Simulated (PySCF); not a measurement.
# Ru⁺: excitation energy in aug-cc-pwCVTZ-PP with ECP28

Each state of ruthenium is computed at each level; their differences give the excitation energy. How far do the methods differ?

Method: unrestricted determinants in a Gaussian basis, no spin-orbit coupling in the energies. Code: PySCF 2.14.0.

## 1. The atom as given

- Element: ruthenium (Z = 44)
- Basis: aug-cc-pwCVTZ-PP with ECP28MDF
- Hamiltonian: scalar relativity through the core potential
- State 1: Ru⁺: [Kr] 4d6 5s1, high-spin 6D determinant (an excited configuration)
- Needed too, but not shown: Ru⁺ [Kr] 4d7 (4F)
- Methods: UHF, LDA, PBE, PBE0, r2SCAN, BP86, M06-L, wB97M-V, MP2
- Core shells frozen in the correlated runs: valence: 4s2 4p6; valence and next inner shell: nothing (for Ru⁺)

The outer shells:

Ru+ [Kr] 4d6 5s1
```
[Kr] core
4d [↑↓][↑ ][↑ ][↑ ][↑ ]
5s [↑ ]
```

One driver process ran all states and methods and kept the integrals in memory. Each run is shown as a PySCF script that sums up its settings (the driver passes frozen orbitals as a list and adds second-order terms of double hybrids); the logs are those of the runs themselves. The driver starts from symmetry-adapted Hartree-Fock orbitals, holds the occupation by maximum overlap and uses a logarithmic radial grid for functionals, so a plain start would take other cycles.

The integrals over 122 functions and the set-up took 3.2 s of CPU time.

## 2. Ru⁺ [Kr] 4d6 5s1

**UHF**

input.py

```python
from pyscf import gto, scf, dft, mp, cc
import basis_set_exchange as bse
txt = bse.get_basis("aug-cc-pwCVTZ-PP", elements=["Ru"], fmt="nwchem", header=False)
cut = txt.index("\nECP")
mol = gto.M(atom="Ru 0 0 0", charge=1, spin=5, symmetry="D2h",
            basis=gto.basis.parse(txt[:cut]),
            ecp={"Ru": gto.basis.parse_ecp(txt[cut:])})
mf = scf.UHF(mol)
mf.irrep_nelec = {'Ag': (4, 1), 'B1g': (1, 1), 'B2g': (1, 0), 'B3g': (1, 0), 'B1u': (1, 1), 'B2u': (1, 1), 'B3u': (1, 1)}
mf.kernel()
```

Output:

```text
damping factor = 0
level_shift factor = 0
DIIS = <class 'pyscf.scf.diis.CDIIS'>
diis_start_cycle = 1
diis_space = 10
diis_damp = 0
SCF conv_tol = 1e-09
SCF conv_tol_grad = None
number electrons alpha = 10  beta = 5
cycle= 1 E= -93.5726408902078  delta_E= -0.00588  |g|= 0.0292  |ddm|= 0.0406
cycle= 2 E= -93.5728949977425  delta_E= -0.000254  |g|= 0.00759  |ddm|= 0.0104
cycle= 3 E= -93.5729180473007  delta_E= -2.3e-05  |g|= 0.00106  |ddm|= 0.00763
cycle= 4 E= -93.5729189364009  delta_E= -8.89e-07  |g|= 0.000426  |ddm|= 0.00198
cycle= 5 E= -93.5729190810207  delta_E= -1.45e-07  |g|= 7.23e-05  |ddm|= 0.000917
cycle= 6 E= -93.5729190857359  delta_E= -4.72e-09  |g|= 1.05e-05  |ddm|= 0.000179
cycle= 7 E= -93.5729190858269  delta_E= -9.09e-11  |g|= 1.44e-06  |ddm|= 3.58e-05
converged SCF energy = -93.5729190858269  <S^2> = 8.7529905  2S+1 = 6.0009968
```

It used 4.9 s of CPU time after the integrals (shared host).

The occupied shells:

```csv
shell,electrons,mean orbital energy (eV),spread (eV),rms radius (bohr)
4s α,1,-108.70,0,1.10
4s β,1,-101.47,0,1.10
4p α,3,-74.009,1.588,1.21
4p β,3,-65.071,1.320,1.21
4d α,5,-23.035,1.841,1.69
4d β,1,-18.895,0,1.69
5s α,1,-14.734,0,3.19
```

⟨S²⟩ = 8.753, ⟨L²⟩ = 6.03.

Energies and moments cover only the electrons outside the core potential.

**LDA**

Changes to input.py:

```diff
@@ -7,3 +7,3 @@
             ecp={"Ru": gto.basis.parse_ecp(txt[cut:])})
-mf = scf.UHF(mol)
+mf = dft.UKS(mol, xc="LDA,VWN")
 mf.irrep_nelec = {'Ag': (4, 1), 'B1g': (1, 1), 'B2g': (1, 0), 'B3g': (1, 0), 'B1u': (1, 1), 'B2u': (1, 1), 'B3u': (1, 1)}
```

Output:

```text
damping factor = 0
level_shift factor = 0
DIIS = <class 'pyscf.scf.diis.CDIIS'>
diis_start_cycle = 1
diis_space = 10
diis_damp = 0
SCF conv_tol = 1e-09
SCF conv_tol_grad = None
number electrons alpha = 10  beta = 5
XC functionals = LDA,VWN
    P. A. M. Dirac.,  Math. Proc. Cambridge Philos. Soc. 26, 376 (1930)
    F. Bloch.,  Z. Phys. 57, 545 (1929)
    S. H. Vosko, L. Wilk, and M. Nusair.,  Can. J. Phys. 58, 1200 (1980)
cycle= 1 E= -93.9629289644905  delta_E= -0.00904  |g|= 0.089  |ddm|= 0.277
cycle= 2 E= -93.9626379548657  delta_E= 0.000291  |g|= 0.0974  |ddm|= 0.335
cycle= 3 E= -93.9654331071243  delta_E= -0.0028  |g|= 0.00298  |ddm|= 0.172
cycle= 4 E= -93.9654351535837  delta_E= -2.05e-06  |g|= 0.000162  |ddm|= 0.00407
cycle= 5 E= -93.9654351636505  delta_E= -1.01e-08  |g|= 4.65e-05  |ddm|= 0.000271
cycle= 6 E= -93.9654351644795  delta_E= -8.29e-10  |g|= 1.42e-06  |ddm|= 6.34e-05
converged SCF energy = -93.9654351644795  <S^2> = 8.7505469  2S+1 = 6.0001823
```

CPU time 2.2 s on a shared host, the integrals not counted.

**PBE**

Changes to input.py:

```diff
@@ -7,3 +7,3 @@
             ecp={"Ru": gto.basis.parse_ecp(txt[cut:])})
-mf = dft.UKS(mol, xc="LDA,VWN")
+mf = dft.UKS(mol, xc="PBE")
 mf.irrep_nelec = {'Ag': (4, 1), 'B1g': (1, 1), 'B2g': (1, 0), 'B3g': (1, 0), 'B1u': (1, 1), 'B2u': (1, 1), 'B3u': (1, 1)}
```

Output:

```text
damping factor = 0
level_shift factor = 0
DIIS = <class 'pyscf.scf.diis.CDIIS'>
diis_start_cycle = 1
diis_space = 10
diis_damp = 0
SCF conv_tol = 1e-09
SCF conv_tol_grad = None
number electrons alpha = 10  beta = 5
XC functionals = PBE
    J. P. Perdew, K. Burke, and M. Ernzerhof.,  Phys. Rev. Lett. 77, 3865 (1996)
    J. P. Perdew, K. Burke, and M. Ernzerhof.,  Phys. Rev. Lett. 78, 1396 (1997)
    J. P. Perdew, K. Burke, and M. Ernzerhof.,  Phys. Rev. Lett. 77, 3865 (1996)
    J. P. Perdew, K. Burke, and M. Ernzerhof.,  Phys. Rev. Lett. 78, 1396 (1997)
cycle= 1 E= -94.1866207278667  delta_E= -0.00915  |g|= 0.0404  |ddm|= 0.801
cycle= 2 E= -94.1867140506268  delta_E= -9.33e-05  |g|= 0.0371  |ddm|= 0.152
cycle= 3 E= -94.1871212505452  delta_E= -0.000407  |g|= 0.00418  |ddm|= 0.0713
cycle= 4 E= -94.1871254552685  delta_E= -4.2e-06  |g|= 0.000185  |ddm|= 0.00879
cycle= 5 E= -94.1871254675957  delta_E= -1.23e-08  |g|= 3.82e-05  |ddm|= 0.000356
cycle= 6 E= -94.1871254681742  delta_E= -5.78e-10  |g|= 3.63e-06  |ddm|= 5.15e-05
converged SCF energy = -94.1871254681742  <S^2> = 8.7506869  2S+1 = 6.000229
```

It used 2.9 s of CPU time after the integrals (shared host).

**PBE0**

Changes to input.py:

```diff
@@ -7,3 +7,3 @@
             ecp={"Ru": gto.basis.parse_ecp(txt[cut:])})
-mf = dft.UKS(mol, xc="PBE")
+mf = dft.UKS(mol, xc="PBE0")
 mf.irrep_nelec = {'Ag': (4, 1), 'B1g': (1, 1), 'B2g': (1, 0), 'B3g': (1, 0), 'B1u': (1, 1), 'B2u': (1, 1), 'B3u': (1, 1)}
```

Output:

```text
damping factor = 0
level_shift factor = 0
DIIS = <class 'pyscf.scf.diis.CDIIS'>
diis_start_cycle = 1
diis_space = 10
diis_damp = 0
SCF conv_tol = 1e-09
SCF conv_tol_grad = None
number electrons alpha = 10  beta = 5
XC functionals = PBE0
    C. Adamo and V. Barone.,  J. Chem. Phys. 110, 6158 (1999)
    M. Ernzerhof and G. E. Scuseria.,  J. Chem. Phys. 110, 5029 (1999)
cycle= 1 E= -94.1750227026899  delta_E= -0.00651  |g|= 0.024  |ddm|= 0.506
cycle= 2 E= -94.1751743783454  delta_E= -0.000152  |g|= 0.0104  |ddm|= 0.0944
cycle= 3 E= -94.1752024311114  delta_E= -2.81e-05  |g|= 0.00358  |ddm|= 0.0214
cycle= 4 E= -94.1752059542895  delta_E= -3.52e-06  |g|= 0.000316  |ddm|= 0.00994
cycle= 5 E= -94.1752060085028  delta_E= -5.42e-08  |g|= 2.26e-05  |ddm|= 0.000753
cycle= 6 E= -94.1752060089037  delta_E= -4.01e-10  |g|= 2.88e-06  |ddm|= 6.13e-05
converged SCF energy = -94.1752060089037  <S^2> = 8.7510327  2S+1 = 6.0003442
```

CPU time 4.7 s on a shared host, the integrals not counted.

**r2SCAN**

Changes to input.py:

```diff
@@ -7,3 +7,3 @@
             ecp={"Ru": gto.basis.parse_ecp(txt[cut:])})
-mf = dft.UKS(mol, xc="PBE0")
+mf = dft.UKS(mol, xc="R2SCAN")
 mf.irrep_nelec = {'Ag': (4, 1), 'B1g': (1, 1), 'B2g': (1, 0), 'B3g': (1, 0), 'B1u': (1, 1), 'B2u': (1, 1), 'B3u': (1, 1)}
```

Output:

```text
damping factor = 0
level_shift factor = 0
DIIS = <class 'pyscf.scf.diis.CDIIS'>
diis_start_cycle = 1
diis_space = 10
diis_damp = 0
SCF conv_tol = 1e-09
SCF conv_tol_grad = None
number electrons alpha = 10  beta = 5
XC functionals = R2SCAN
    J. W. Furness, A. D. Kaplan, J. Ning, J. P. Perdew, and J. Sun.,  J. Phys. Chem. Lett. 11, 8208-8215 (2020)
    J. W. Furness, A. D. Kaplan, J. Ning, J. P. Perdew, and J. Sun.,  J. Phys. Chem. Lett. 11, 9248-9248 (2020)
    J. W. Furness, A. D. Kaplan, J. Ning, J. P. Perdew, and J. Sun.,  J. Phys. Chem. Lett. 11, 8208-8215 (2020)
    J. W. Furness, A. D. Kaplan, J. Ning, J. P. Perdew, and J. Sun.,  J. Phys. Chem. Lett. 11, 9248-9248 (2020)
cycle= 1 E= -94.2198004925787  delta_E= -0.00941  |g|= 0.0259  |ddm|= 0.672
cycle= 2 E= -94.2200249783083  delta_E= -0.000224  |g|= 0.013  |ddm|= 0.159
cycle= 3 E= -94.2200713944993  delta_E= -4.64e-05  |g|= 0.00487  |ddm|= 0.0207
cycle= 4 E= -94.2200784987563  delta_E= -7.1e-06  |g|= 0.000483  |ddm|= 0.0175
cycle= 5 E= -94.2200786781606  delta_E= -1.79e-07  |g|= 3.79e-05  |ddm|= 0.00419
cycle= 6 E= -94.2200786788555  delta_E= -6.95e-10  |g|= 5.87e-06  |ddm|= 0.000173
converged SCF energy = -94.2200786788555  <S^2> = 8.7513693  2S+1 = 6.0004564
```

CPU time 7.7 s on a shared host, the integrals not counted.

**BP86**

Changes to input.py:

```diff
@@ -7,3 +7,3 @@
             ecp={"Ru": gto.basis.parse_ecp(txt[cut:])})
-mf = dft.UKS(mol, xc="R2SCAN")
+mf = dft.UKS(mol, xc="B88,P86")
 mf.irrep_nelec = {'Ag': (4, 1), 'B1g': (1, 1), 'B2g': (1, 0), 'B3g': (1, 0), 'B1u': (1, 1), 'B2u': (1, 1), 'B3u': (1, 1)}
```

Output:

```text
damping factor = 0
level_shift factor = 0
DIIS = <class 'pyscf.scf.diis.CDIIS'>
diis_start_cycle = 1
diis_space = 10
diis_damp = 0
SCF conv_tol = 1e-09
SCF conv_tol_grad = None
number electrons alpha = 10  beta = 5
XC functionals = B88,P86
    A. D. Becke.,  Phys. Rev. A 38, 3098 (1988)
    J. P. Perdew.,  Phys. Rev. B 33, 8822 (1986)
cycle= 1 E= -94.2586593295077  delta_E= -0.0105  |g|= 0.0432  |ddm|= 0.647
cycle= 2 E= -94.2587545127734  delta_E= -9.52e-05  |g|= 0.0417  |ddm|= 0.162
cycle= 3 E= -94.2592727378729  delta_E= -0.000518  |g|= 0.00381  |ddm|= 0.0761
cycle= 4 E= -94.2592759843467  delta_E= -3.25e-06  |g|= 0.000219  |ddm|= 0.00924
cycle= 5 E= -94.2592760017153  delta_E= -1.74e-08  |g|= 5.66e-05  |ddm|= 0.000672
cycle= 6 E= -94.2592760029361  delta_E= -1.22e-09  |g|= 2.85e-06  |ddm|= 7.46e-05
cycle= 7 E= -94.259276002939  delta_E= -2.9e-12  |g|= 4.25e-08  |ddm|= 7.22e-06
converged SCF energy = -94.259276002939  <S^2> = 8.7507221  2S+1 = 6.0002407
```

It used 3.2 s of CPU time after the integrals (shared host).

**M06-L**

Changes to input.py:

```diff
@@ -7,3 +7,3 @@
             ecp={"Ru": gto.basis.parse_ecp(txt[cut:])})
-mf = dft.UKS(mol, xc="B88,P86")
+mf = dft.UKS(mol, xc="M06L")
 mf.irrep_nelec = {'Ag': (4, 1), 'B1g': (1, 1), 'B2g': (1, 0), 'B3g': (1, 0), 'B1u': (1, 1), 'B2u': (1, 1), 'B3u': (1, 1)}
```

Output:

```text
damping factor = 0
level_shift factor = 0
DIIS = <class 'pyscf.scf.diis.CDIIS'>
diis_start_cycle = 1
diis_space = 10
diis_damp = 0
SCF conv_tol = 1e-09
SCF conv_tol_grad = None
number electrons alpha = 10  beta = 5
XC functionals = M06L
    Y. Zhao and D. G. Truhlar.,  J. Chem. Phys. 125, 194101 (2006)
    Y. Zhao and D. G. Truhlar.,  J. Chem. Phys. 125, 194101 (2006)
    Y. Zhao and D. G. Truhlar.,  Theor. Chem. Acc. 120, 215 (2008)
cycle= 1 E= -94.2240659469023  delta_E= -0.0107  |g|= 0.027  |ddm|= 1.34
cycle= 2 E= -94.2243817972341  delta_E= -0.000316  |g|= 0.00951  |ddm|= 0.315
cycle= 3 E= -94.224410192505  delta_E= -2.84e-05  |g|= 0.00477  |ddm|= 0.0596
cycle= 4 E= -94.224418185711  delta_E= -7.99e-06  |g|= 0.00126  |ddm|= 0.0161
cycle= 5 E= -94.2244188695265  delta_E= -6.84e-07  |g|= 5.05e-05  |ddm|= 0.0128
cycle= 6 E= -94.2244188718879  delta_E= -2.36e-09  |g|= 6.46e-06  |ddm|= 0.000787
cycle= 7 E= -94.2244188719318  delta_E= -4.4e-11  |g|= 1.42e-06  |ddm|= 8.1e-05
converged SCF energy = -94.2244188719318  <S^2> = 8.7516332  2S+1 = 6.0005444
```

It used 8.8 s of CPU time after the integrals (shared host).

**wB97M-V**

Changes to input.py:

```diff
@@ -7,3 +7,3 @@
             ecp={"Ru": gto.basis.parse_ecp(txt[cut:])})
-mf = dft.UKS(mol, xc="M06L")
+mf = dft.UKS(mol, xc="WB97M_V")
 mf.irrep_nelec = {'Ag': (4, 1), 'B1g': (1, 1), 'B2g': (1, 0), 'B3g': (1, 0), 'B1u': (1, 1), 'B2u': (1, 1), 'B3u': (1, 1)}
```

Output:

```text
damping factor = 0
level_shift factor = 0
DIIS = <class 'pyscf.scf.diis.CDIIS'>
diis_start_cycle = 1
diis_space = 10
diis_damp = 0
SCF conv_tol = 1e-09
SCF conv_tol_grad = None
number electrons alpha = 10  beta = 5
XC functionals = WB97M_V
    N. Mardirossian and M. Head-Gordon.,  J. Chem. Phys. 144, 214110 (2016)
NLC functional = WB97M_V
cycle= 1 E= -94.0913196760479  delta_E= -0.00698  |g|= 0.0212  |ddm|= 0.918
cycle= 2 E= -94.0915944043976  delta_E= -0.000275  |g|= 0.0046  |ddm|= 0.11
cycle= 3 E= -94.091617085131  delta_E= -2.27e-05  |g|= 0.00116  |ddm|= 0.0277
cycle= 4 E= -94.0916188173755  delta_E= -1.73e-06  |g|= 0.000471  |ddm|= 0.00349
cycle= 5 E= -94.0916189301079  delta_E= -1.13e-07  |g|= 7.34e-05  |ddm|= 0.00209
cycle= 6 E= -94.0916189361974  delta_E= -6.09e-09  |g|= 4.01e-06  |ddm|= 0.000311
cycle= 7 E= -94.0916189362205  delta_E= -2.31e-11  |g|= 4.57e-07  |ddm|= 3.82e-05
converged SCF energy = -94.0916189362205  <S^2> = 8.7515362  2S+1 = 6.000512
```

CPU time 17 s on a shared host, the integrals not counted.

**MP2 (valence)**

Changes to input.py:

```diff
@@ -7,4 +7,5 @@
             ecp={"Ru": gto.basis.parse_ecp(txt[cut:])})
-mf = dft.UKS(mol, xc="WB97M_V")
+mf = scf.UHF(mol)
 mf.irrep_nelec = {'Ag': (4, 1), 'B1g': (1, 1), 'B2g': (1, 0), 'B3g': (1, 0), 'B1u': (1, 1), 'B2u': (1, 1), 'B3u': (1, 1)}
 mf.kernel()
+mp.UMP2(mf, frozen=4).kernel()
```

This step left no log, only its results.

CPU time 2.5 s on a shared host, the integrals not counted.

With 7 electrons correlated, the MP2 correlation energy is -0.14403 hartree (-0.08689 same spin, -0.05715 opposite spin); the SCS form gives -0.09754. Largest pairs of shells: 4d-4d -0.1151, 4d-5s -0.0289, 5s-5s 0.0000.

## 3. Ru⁺ [Kr] 4d6 5s1, continued

**MP2 (valence and next inner shell)**

Edit input.py of step 2 so:

```diff
@@ -10,2 +10,2 @@
 mf.kernel()
-mp.UMP2(mf, frozen=4).kernel()
+mp.UMP2(mf, frozen=0).kernel()
```

This step left no log, only its results.

It used 3.5 s of CPU time after the integrals (shared host).

With 15 electrons correlated, the MP2 correlation energy is -0.51869 hartree (-0.17126 same spin, -0.34743 opposite spin); the SCS form gives -0.47400. Largest pairs of shells: 4p-4d -0.1944, 4d-4d -0.1151, 4p-4p -0.0876, 4s-4p -0.0414, 4s-4d -0.0298.

Radial density 4πr²ρ of Ru⁺ at UHF, the electrons outside the core potential:

```csv
r (bohr),density,spin density
0.0314,2.54e-05,0.000
0.0528,6.05e-05,0.000
0.0888,0.000198,0.000
0.149,0.00166,0.000
0.251,0.0265,0.007
0.423,0.705,0.127
0.711,8.52,1.341
1.20,12.0,3.019
2.01,3.10,1.682
3.38,0.516,0.433
5.69,0.0278,0.027
9.57,6.93e-05,0.000
```

## 4. Differences of total energies

Excitation energy: Ru⁺ [Kr] 4d7 (4F) → Ru⁺ [Kr] 4d6 5s1 (6D).

```csv
method,value (eV),error (eV)
UHF,0.333,-0.758
LDA,0.717,-0.374
PBE,0.819,-0.271
PBE0,0.877,-0.213
r2SCAN,0.528,-0.562
BP86,0.879,-0.212
M06-L,1.487,+0.396
wB97M-V,1.270,+0.179
MP2 (valence),1.048,-0.043
SCS-MP2 (valence),1.582,+0.492
MP2 (valence and next inner shell),0.706,-0.385
SCS-MP2 (valence and next inner shell),1.067,-0.023
```

Reference: 1.090 eV (measured; NIST levels, between the centres of gravity of the two terms). Errors of the correlated levels include the incompleteness of this basis.

The differences also use runs on Ru⁺ [Kr] 4d7 (4F), which are not shown here.

## 5. Results

```
                             quantity                                                                    value
excitation energy, Ru⁺ → [Kr] 4d6 5s1  UHF 0.333, MP2 (valence and next inner shell) 0.706 eV; reference 1.090
```

Each level's miss (mean over 1 difference):

```csv
method,mean absolute miss against the measured value (with the measured fine structure taken into account where it is known) (eV)
UHF,0.758
LDA,0.374
PBE,0.271
PBE0,0.213
r2SCAN,0.562
BP86,0.212
M06-L,0.396
wB97M-V,0.179
MP2 (valence),0.043
SCS-MP2 (valence),0.492
MP2 (valence and next inner shell),0.385
SCS-MP2 (valence and next inner shell),0.023
```

What this shows: Against experiment SCS-MP2 (valence and next inner shell) comes closest (off by 0.02 eV), level with MP2 (valence) and UHF is farthest (0.76 eV). PBE is off by -0.27 eV. The basis is finite, and no extrapolation was made.
